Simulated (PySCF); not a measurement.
# CoNH: sextet, from a bent start

The task is one start of a wider search on CoNH: the sextet, from a bent start. It is relaxed, tested by its Hessian and followed downhill if it is a saddle.

The runs use PySCF 2.14.0; PBE0, basis Co def2-TZVP, N def2-TZVP, H def2-TZVP, no relativity, density fitting.

### 1 The starting structure

3 atoms, charge 0, spin multiplicity 6.

Bond lengths: Co1–N2 1.630 Å, Co1–H3 1.430 Å. Angles: N2–Co1–H3 110.0°.

Coordinates in bohr (charge 0 multiplicity 6):
```
Co    0.0000    0.0000    0.0000
N    -2.5232    0.0000    1.7667
H     2.2136    0.0000    1.5500
```

### 2 The SCF at the typed geometry

One driver script runs all steps and calls PySCF; scf.py shows how it sets up the SCF of each step. The optimiser is the driver's own. After this first run the driver tries any further starts and a stability analysis.

Input file scf.py:

```python
from pyscf import gto, scf, dft
mol = gto.M(atom='''
Co     0.000000     0.000000     0.000000
N     -1.335200     0.000000     0.934900
H      1.171400     0.000000     0.820200''',
    basis={'Co': 'def2-TZVP', 'N': 'def2-TZVP', 'H': 'def2-TZVP'},
    charge=0, spin=5)
mf = dft.UKS(mol, xc='PBE0')
mf.grids.atom_grid = (50, 194)
aux = {'Co': 'def2-universal-JKFIT', 'N': 'def2-universal-JKFIT', 'H': 'def2-universal-JKFIT'}
mf = mf.density_fit(auxbasis=aux)
mf.conv_tol = 1e-08
mf.diis_space = 10
mf.max_cycle = 60
mf.init_guess = 'minao'
mf.verbose = 4
mf.kernel()
```

The run is started by

```
> OMP_NUM_THREADS=2 python axn.py task.json out
```

The log of the run:

```text
init E= -1436.78284844881
[... the frontier-level lines of each cycle are left out ...]
cycle= 1 E= -1421.83556982771  delta_E= 14.9  |g|= 5.68  |ddm|= 12.2
cycle= 2 E= -1401.10964630296  delta_E= 20.7  |g|= 10.8  |ddm|= 13.7
cycle= 3 E= -1426.14201806736  delta_E=  -25  |g|= 6.77  |ddm|= 5.43
cycle= 4 E= -1429.51903879086  delta_E= -3.38  |g|= 5.79  |ddm|=  1.7
cycle= 5 E= -1431.75742518271  delta_E= -2.24  |g|= 4.78  |ddm|= 0.739
cycle= 6 E= -1437.09502447651  delta_E= -5.34  |g|= 1.44  |ddm|=  1.7
cycle= 7 E= -1436.45647425223  delta_E= 0.639  |g|= 1.54  |ddm|= 1.64
cycle= 8 E= -1437.56380442465  delta_E= -1.11  |g|= 0.517  |ddm|= 1.34
cycle= 9 E= -1437.61225910669  delta_E= -0.0485  |g|= 0.292  |ddm|= 0.279
cycle= 10 E= -1437.64490574478  delta_E= -0.0326  |g|= 0.0394  |ddm|= 0.168
cycle= 11 E= -1437.64723261147  delta_E= -0.00233  |g|= 0.0806  |ddm|= 0.0975
cycle= 12 E= -1437.64863197825  delta_E= -0.0014  |g|= 0.0453  |ddm|= 0.0208
cycle= 13 E= -1437.65095886432  delta_E= -0.00233  |g|= 0.0108  |ddm|= 0.0959
cycle= 14 E= -1437.65166216956  delta_E= -0.000703  |g|= 0.0102  |ddm|= 0.0554
cycle= 15 E= -1437.65191773646  delta_E= -0.000256  |g|= 0.00488  |ddm|= 0.0233
cycle= 16 E= -1437.65226258474  delta_E= -0.000345  |g|= 0.00389  |ddm|= 0.057
cycle= 17 E= -1437.65231192221  delta_E= -4.93e-05  |g|= 0.00347  |ddm|= 0.0132
cycle= 18 E= -1437.65235119224  delta_E= -3.93e-05  |g|= 0.00176  |ddm|= 0.0125
cycle= 19 E= -1437.65238834427  delta_E= -3.72e-05  |g|= 0.00292  |ddm|= 0.0184
cycle= 20 E= -1437.65240548196  delta_E= -1.71e-05  |g|= 0.000811  |ddm|= 0.0126
cycle= 21 E= -1437.65241005384  delta_E= -4.57e-06  |g|= 0.00029  |ddm|= 0.00847
cycle= 22 E= -1437.65241068337  delta_E= -6.3e-07  |g|= 0.000239  |ddm|= 0.0024
cycle= 23 E= -1437.65241086938  delta_E= -1.86e-07  |g|= 0.000155  |ddm|= 0.00105
cycle= 24 E= -1437.65241093169  delta_E= -6.23e-08  |g|= 0.000104  |ddm|= 0.000726
cycle= 25 E= -1437.6524109499  delta_E= -1.82e-08  |g|= 3.43e-05  |ddm|= 0.000425
cycle= 26 E= -1437.65241095557  delta_E= -5.67e-09  |g|= 1.79e-05  |ddm|= 0.000219
Extra cycle  E= -1437.65241095654  delta_E= -9.77e-10  |g|= 2.71e-05  |ddm|= 4.39e-05
converged SCF energy = -1437.65241095654  <S^2> = 8.7713116  2S+1 = 6.0070997
```

This step, with its further starts and checks, ran for 12 s (2 threads of Arm Neoverse V2, shared host).

The starts that the driver tried:

| start | energy (Eh) |
| --- | --- |
| the minimal-basis guess | -1437.652411 |
| a thermally smeared density | -1437.652411 |
| a smeared PBE density | -1437.652411 |

The test of internal stability and the other starts found no lower solution of this spin.

### 3 Relaxing the sextet from the bent start

The program finds Cs symmetry in the start, which this walk keeps. The walk stops when the largest gradient is under 0.0003 Eh/bohr and the energy has settled too.

scf.py, as its differences from that of step 2:

```diff
@@ -3,3 +3,3 @@
-Co     0.000000     0.000000     0.000000
-N     -1.335200     0.000000     0.934900
-H      1.171400     0.000000     0.820200''',
+Co     0.236886     0.000000    -0.188225
+N     -1.098314     0.000000     0.746675
+H      1.408286     0.000000     0.631975''',
@@ -15 +14,0 @@
-mf.init_guess = 'minao'
```

Steps of the walk:

| step | energy (Eh) | change (kJ/mol) | largest symmetric gradient (Eh/bohr) |
| --- | --- | --- | --- |
| 0 | -1437.652411 | 0.00 | 0.08368 |
| 1 | -1437.674146 | -57.07 | 0.04240 |
| 2 | -1437.685259 | -86.24 | 0.00755 |
| 3 | -1437.686882 | -90.50 | 0.01055 |
| 4 | -1437.687378 | -91.81 | 0.01010 |
| 5 | -1437.688009 | -93.46 | 0.00716 |
| 6 | -1437.688472 | -94.68 | 0.00378 |
| 7 | -1437.688609 | -95.04 | 0.00118 |
| 8 | -1437.688613 | -95.05 | 0.00079 |
| 9 | -1437.688614 | -95.05 | 0.00034 |
| 10 | -1437.688615 | -95.05 | 0.00004 |

The walk took 17 s.

It settles in Cs symmetry, 95.1 kJ/mol below the start, after 10 steps: Co–H 1.566 Å, Co–N 1.866 Å; H–Co–N 144.4°.

### 4 Is it a minimum? Harmonic modes

On the finer grid the gradient is checked again; gradients at displacements of ±0.02 bohr then give force constants and infrared intensities.

scf.py, as its differences from that of step 3:

```diff
@@ -3,3 +3,3 @@
-Co     0.236886     0.000000    -0.188225
-N     -1.098314     0.000000     0.746675
-H      1.408286     0.000000     0.631975''',
+Co     0.312631     0.000000    -0.123721
+N     -1.446122     0.000000     0.500617
+H      1.817768     0.000000     0.306985''',
@@ -9 +9 @@
-mf.grids.atom_grid = (50, 194)
+mf.grids.atom_grid = (75, 302)
@@ -12 +12 @@
-mf.conv_tol = 1e-08
+mf.conv_tol = 1e-10
```

The driver hands on the density of the step before, so the log starts near convergence.

SCF at the final geometry:

```text
init E= -1437.68851775487
[... the frontier-level lines of each cycle are left out ...]
cycle= 1 E= -1437.68851775486  delta_E= 1e-11  |g|= 1.27e-05  |ddm|= 8.33e-06
cycle= 2 E= -1437.68851775443  delta_E= 4.3e-10  |g|= 4.54e-05  |ddm|= 2.16e-05
cycle= 3 E= -1437.68851775492  delta_E= -4.91e-10  |g|= 1.68e-06  |ddm|= 1.64e-05
cycle= 4 E= -1437.68851775495  delta_E= -3.39e-11  |g|= 1.71e-06  |ddm|= 1.17e-05
Extra cycle  E= -1437.68851775497  delta_E= -1.52e-11  |g|= 3.37e-06  |ddm|= 4.55e-06
converged SCF energy = -1437.68851775497  <S^2> = 8.7681722  2S+1 = 6.0060543
```

The whole step took 45 s.

Geometry: Cs; Co–H 1.566 Å, Co–N 1.866 Å; H–Co–N 144.5°.

Harmonic modes (main isotopes):

| symmetry | ω (cm⁻¹) | IR (km/mol) | type |
| --- | --- | --- | --- |
| a' | 432 | 154 | bend |
| a' | 525 | 3.3 | stretch |
| a' | 1796 | 176 | stretch |

Every mode is real; the point is a minimum.

Constants and moments:

| Property | Result |
| --- | --- |
| Dipole moment | 1.97 D |
| Highest occupied level | -7.34 eV |
| Lowest empty level | -3.47 eV |
| Rotational constants | 21.91, 0.4003, 0.3931 cm⁻¹ |
| Zero-point energy | 16.5 kJ/mol |
| Principal polarisabilities | 22.4, 27.9, 61.6 bohr³ |
| Atomisation energy without zero-point energy | 411 kJ/mol |
| Principal traceless quadrupole moments about the centre of mass | -9.67, 4.52, 5.15 D Å |
| Entropy at 298.15 K and 1 bar (electronic part: spin only) | 262.1 J/(mol K) |
| Heat capacity Cp at 298.15 K | 44.2 J/(mol K) |
| Enthalpy at 298.15 K above 0 K | 11.20 kJ/mol |
| Rotational symmetry number | 1 |
| Spin squared ⟨S²⟩ | 8.768 |

Charges (e) and bond orders:

```json
{"atom": "Co1", "Mulliken": "0.45", "Löwdin": "0.35", "polar tensor": "0.74", "spin (Mulliken)": "2.83", "Mayer order to Co1": "–"}
{"atom": "N2", "Mulliken": "-0.31", "Löwdin": "-0.19", "polar tensor": "-0.37", "spin (Mulliken)": "2.13", "Mayer order to Co1": "1.11"}
{"atom": "H3", "Mulliken": "-0.14", "Löwdin": "-0.16", "polar tensor": "-0.37", "spin (Mulliken)": "0.03", "Mayer order to Co1": "0.98"}
```

Mulliken populations on Co1: s 6.75, p 12.34, d 7.46, f 0.00.

### 5 What came out

| quantity | value |
| --- | --- |
| minimum | sextet, Cs |
| geometry | Co–H 1.566 Å, Co–N 1.866 Å; H–Co–N 144.5° |
| wavenumbers (cm⁻¹) | 432 (a'), 525 (a'), 1796 (a') |
| dipole moment | 1.97 D |
| highest occupied, lowest empty level (either spin) | -7.34, -3.47 eV |
| polar-tensor charge of Co1 | +0.74 e |
| zero-point energy | 16.5 kJ/mol |
| entropy at 298.15 K | 262.1 J/(mol K) |
| atomisation energy (no zero-point energy) | 411 kJ/mol |
| ⟨S²⟩ | 8.768 |

**Reading.** The molecule stays Cs, as typed, and the end point is a minimum. The strongest infrared band lies at 1796 cm⁻¹ (a', stretch). Most of the spin sits on Co1 (Mulliken spin 2.83, against 5 for the whole molecule). Only this shape and spin were tried, so other structures or states may lie lower. One determinant may miss the lowest occupation of an open d or f shell.

The search up to here took 74 s.
